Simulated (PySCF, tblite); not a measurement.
# C₄H₁₀P₂Si: infrared bands and NMR shifts

Wanted: the infrared bands and NMR shifts of C₄H₁₀P₂Si (`C/C=C\P=P/C[SiH3]`), by calculation.

Programs: tblite 0.8.0 and PySCF 2.14.0, with density-fitted response routines of our own. Each step states its level of theory. These are calculated values for one molecule in the gas phase, unless marked as measured. Atoms count from 0, in the outputs and in this text.

## 1. The molecule as given

17 atoms, charge 0, multiplicity 1; geometry from: GFN2-xTB.

Bonds of the start (Å): C0–C1 1.49, C1–C2 1.33, C2–P3 1.82, P3–P4 2.04, P4–C5 1.86, C5–Si6 1.91, C0–H7 1.09, C0–H8 1.09, C0–H9 1.09, C1–H10 1.08, C2–H11 1.09, C5–H12 1.09, C5–H13 1.09, Si6–H14 1.46, Si6–H15 1.46, Si6–H16 1.47.

## 2. Vibrational analysis with GFN2-xTB

Job settings and geometry (Å):

```
{"job": {"kind": "ir", "xc": "GFN2-xTB", "basis": "xTB"}, "charge": 0, "multiplicity": 1}
C     -1.848141    -0.380440     0.585979
C     -1.755054    -0.023909    -0.856359
C     -1.352648     1.150388    -1.327976
P     -0.905519     2.622962    -0.354027
P      1.063235     2.416762     0.137741
C      1.634003     0.745424    -0.430854
Si     2.104462    -0.326141     1.078656
H     -1.574669     0.470372     1.209657
H     -1.184400    -1.215375     0.814470
H     -2.864871    -0.686834     0.831579
H     -2.046399    -0.805669    -1.549591
H     -1.346692     1.329494    -2.398554
H      0.880342     0.252276    -1.045052
H      2.524316     0.903077    -1.041702
H      1.043065    -0.272174     2.085756
H      3.351052     0.183400     1.647578
H      2.270921    -1.702121     0.602789
```

**Question.** This job is followed by: GIAO PBE0/pcSseg-1 NMR shielding, non-relativistic, gas phase. What will the session give for the following? strongest single infrared mode (GFN2-xTB); zero-point energy (GFN2-xTB); ¹³C shifts against TMS (PBE0/pcSseg-1); ¹H shifts against TMS (PBE0/pcSseg-1, means over atoms taken as alike); ³¹P shifts against H3PO4 (PBE0/pcSseg-1); ²⁹Si shifts against TMS (PBE0/pcSseg-1).

The runs gave:

```
                                                              quantity                             value
                             strongest single infrared mode (GFN2-xTB)              760 cm⁻¹, 326 km/mol
                                          zero-point energy (GFN2-xTB)                     76.5 kcal/mol
                                ¹³C shifts against TMS (PBE0/pcSseg-1)      144.6, 140.7, 27.9, 22.0 ppm
¹H shifts against TMS (PBE0/pcSseg-1, means over atoms taken as alike)  6.69, 6.31, 3.91, 2.75, 1.71 ppm
                              ³¹P shifts against H3PO4 (PBE0/pcSseg-1)                  577.7, 533.2 ppm
                               ²⁹Si shifts against TMS (PBE0/pcSseg-1)                         -77.6 ppm
```

All 45 modes are real, so the xTB geometry is a minimum. The strongest single mode, at 760 cm⁻¹, is spread over several atoms, C5, H15, H16, Si6 among them. GFN2-xTB is a fitted tight-binding method: band positions and strengths are rough. Its intensities can rank the bands wrongly. At PBE0/pcSseg-1: Shielding is most anisotropic at P4 (span 1507 ppm, paramagnetic term -1226 ppm).
